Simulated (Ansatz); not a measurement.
# BrCl2In: the cost of one run

The runs use Ansatz 0.2.0, Gaussian basis; PBE0-D4/def2-TZVP structures, single points in def2-TZVPP, no counterpoise correction.

Levels: SPW92, PBE-D4, BLYP-D4, r2SCAN-D4, B97M-V, PBE0-D4, B3LYP-D4, r2SCAN0-D4, BHLYP-D4, CAM-B3LYP-D4, wB97X-V, wB97M-V, B2PLYP, PBE-QIDH, RPA on PBE, Hartree-Fock, MP2, CCSD, CCSD(T).

Cores are frozen in the correlated methods. Filled d shells of the heavier atoms are correlated. Core potentials replace the inner electrons past krypton, and spin-orbit coupling is left out. B3LYP uses VWN-RPA correlation. B2PLYP carries no dispersion term here.

88 further runs of the same task are left out: 88 set aside as unsound or not needed.

**1. The starting structure**

The complex: 6 atoms, charge 0, spin multiplicity 1.

Atoms are counted from 1 here; the program's logs count them from 0.

Bond lengths: In1–Cl2 2.828 Å, In1–Cl3 2.304 Å, In1–Cl4 2.304 Å, In1–Br6 2.465 Å, Cl2–H5 1.290 Å. Angles: Cl2–In1–Cl3 98.5°, Cl2–In1–Cl4 98.5°, Cl2–In1–Br6 87.9°, Cl3–In1–Cl4 119.6°, Cl3–In1–Br6 119.1°, Cl4–In1–Br6 119.1°, In1–Cl2–H5 85.4°.

As a file:

```xyz
6
BrCl3HIn
In   -0.36849   -0.74963    0.22634
Cl    0.02658    1.93763   -0.56143
Cl   -1.56173   -1.47081   -1.60765
Cl   -1.46418   -0.36426    2.21591
H     1.28486    1.65748   -0.51244
Br    2.08286   -1.01041    0.23928
```

Its parts: InBrCl2 holds atoms 1, 3, 4, 6; HCl holds atoms 2, 5. Each part counts its atoms afresh in its own runs.

**2. Relaxing InBrCl2 alone**

Contents of relax-a/in.yaml:

```yaml
crystal:
  periodic: [false, false, false]
  atoms:
    - {symbol: In, position_ang: [-0.368485, -0.749628, 0.226340]}
    - {symbol: Cl, position_ang: [-1.561728, -1.470812, -1.607653]}
    - {symbol: Cl, position_ang: [-1.464184, -0.364262, 2.215913]}
    - {symbol: Br, position_ang: [2.082861, -1.010407, 0.239276]}
basis:
  gaussian: {orbitals: def2-TZVP}
hamiltonian: {xc: pbe0, dispersion: d4}
relax: {f_tol: 0.005, max_steps: 200}
```

On the command line:

```
ansatz run in.yaml --threads 8 --pin off --events-out ev --progress --plain --max-ram 19148MiB
```

**Question.** How long does this run take on 8 threads of Arm Neoverse V1, shared host?

About 15 s.
